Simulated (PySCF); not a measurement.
# Tb(NH2)3: other functionals and bases at one geometry

An exercise on one series of results from a longer session: the logs are not shown, and one member is left open.

Program: PySCF 2.14.0. Level of theory: several levels, as the steps say, no spin–orbit coupling. These are calculated values, not measurements.

1 further run of the same task is left out (for a known fault of the program).

### Starting geometry

10 atoms, charge 0, spin multiplicity 1.

Bond lengths: Tb1–N2 2.186 Å, Tb1–N5 2.186 Å, Tb1–N8 2.186 Å, N2–H3 1.021 Å, N2–H4 1.021 Å, N5–H6 1.021 Å, N5–H7 1.021 Å, N8–H9 1.021 Å, N8–H10 1.021 Å. Angles: N2–Tb1–N5 119.8°, N2–Tb1–N8 119.6°, N5–Tb1–N8 120.3°, Tb1–N2–H3 127.6°, Tb1–N2–H4 127.3°, H3–N2–H4 105.1°, Tb1–N5–H6 127.1°, Tb1–N5–H7 127.8°, H6–N5–H7 105.1°, Tb1–N8–H9 128.1°, Tb1–N8–H10 126.7°, H9–N8–H10 105.2°.

Geometry (Å):

```mol
H6N3Tb
  3D, bonds by distance, orders not assigned

 10  9  0  0  0  0  0  0  0  0999 V2000
   -0.0062    0.0113   -0.0844 Tb  0  0
    2.1782    0.0017    0.0058 N   0  0
    2.8003    0.8013    0.1335 H   0  0
    2.7963   -0.8094   -0.0478 H   0  0
   -1.0970    1.8863    0.1902 N   0  0
   -0.6980    2.8158    0.3289 H   0  0
   -2.1076    2.0215    0.2363 H   0  0
   -1.0887   -1.8811   -0.2384 N   0  0
   -2.0979   -2.0343   -0.2081 H   0  0
   -0.6794   -2.8132   -0.3160 H   0  0
  1  2  8  0
  1  5  8  0
  1  8  8  0
  2  3  8  0
  2  4  8  0
  5  6  8  0
  5  7  8  0
  8  9  8  0
  8 10  8  0
M  END
```

Formal oxidation states: Tb +3. Each metal's 8 4f electrons lie in its core potential, so multiplicities, spins and levels count the valence alone. An earlier session relaxed this geometry at PBE0, Tb lcecp-1-SVP with ECP54, N def2-SVP, H def2-SVP (singlet, point group C3v).

At PBE0 on the finer grid: E = -204.120789 Eh, HOMO -6.03 eV, LUMO -1.09 eV, Mulliken charge on Tb1 +0.92 e, largest force component 0.020 eV/Å. 

Levels to run: wB97X; HF; PBE0, TZVP. Hardware: 2 threads of Arm Neoverse V2, shared host.

Set-up of the first run:

Contents of run.py (the lines that set the calculation):

```python
mol = gto.M(atom='''
Tb    -0.00623     0.01132    -0.08440
N      2.17819     0.00168     0.00583
H      2.80026     0.80127     0.13353
H      2.79632    -0.80936    -0.04785
N     -1.09702     1.88629     0.19020
H     -0.69798     2.81582     0.32893
H     -2.10764     2.02154     0.23628
N     -1.08867    -1.88105    -0.23835
H     -2.09786    -2.03433    -0.20811
H     -0.67937    -2.81318    -0.31605''',
    basis={'Tb': 'lcecp-1-SVP', 'N': 'def2-SVP', 'H': 'def2-SVP'},
    ecp={'Tb': 'lcecp-1-SVP'},
    charge=0, spin=0)
mf = dft.RKS(mol, xc='WB97X')
mf.grids.atom_grid = (75, 302)  # f atoms: unpruned, at least (60, 302)
mf = mf.density_fit()  # fitting sets: Tb AutoAux, N def2-universal-JKFIT, H def2-universal-JKFIT
mf.conv_tol = 1e-08; mf.max_cycle = 55
mf.kernel(dm0)  # dm0: the density of the relaxed state
```

The run is started by

```bash
> OMP_NUM_THREADS=2 python run.py
```

Steps of the session up to this table: wB97X; HF; PBE0, TZVP.

One table of the session follows, with a row left open; its other results are not shown here.

```
              level  HOMO (eV)  gap (eV)  charge on Tb1 (e)  dipole (D)  largest force component (eV/Å)
PBE0 (relaxed here)      -6.03      4.94               0.92        0.22                            0.02
              wB97X          ?         ?                  ?           ?                               ?
                 HF      -9.36     10.35               1.37        0.27                            1.22
         PBE0, TZVP      -6.21      5.04               1.56        0.25                            0.47
```

**Question.** Estimate the row for wB97X.

As computed: HOMO (eV): -8.50; gap (eV): 8.99; charge on Tb1 (e): 0.94; dipole (D): 0.24; largest force component (eV/Å): 0.15. In the column «HOMO (eV)» it lies between HF (-9.36) and PBE0, TZVP (-6.21).

In one basis the HOMO–LUMO gap runs from 4.94 eV (PBE0) to 10.35 eV (HF). The largest leftover force, 1.22 eV/Å with HF, stands at a geometry relaxed at another level. With 4f in the core, its levels are missing from HOMO and gap, and its count is fixed, so no charge can pass from the ligands into it. Total energies of different levels can't be compared.
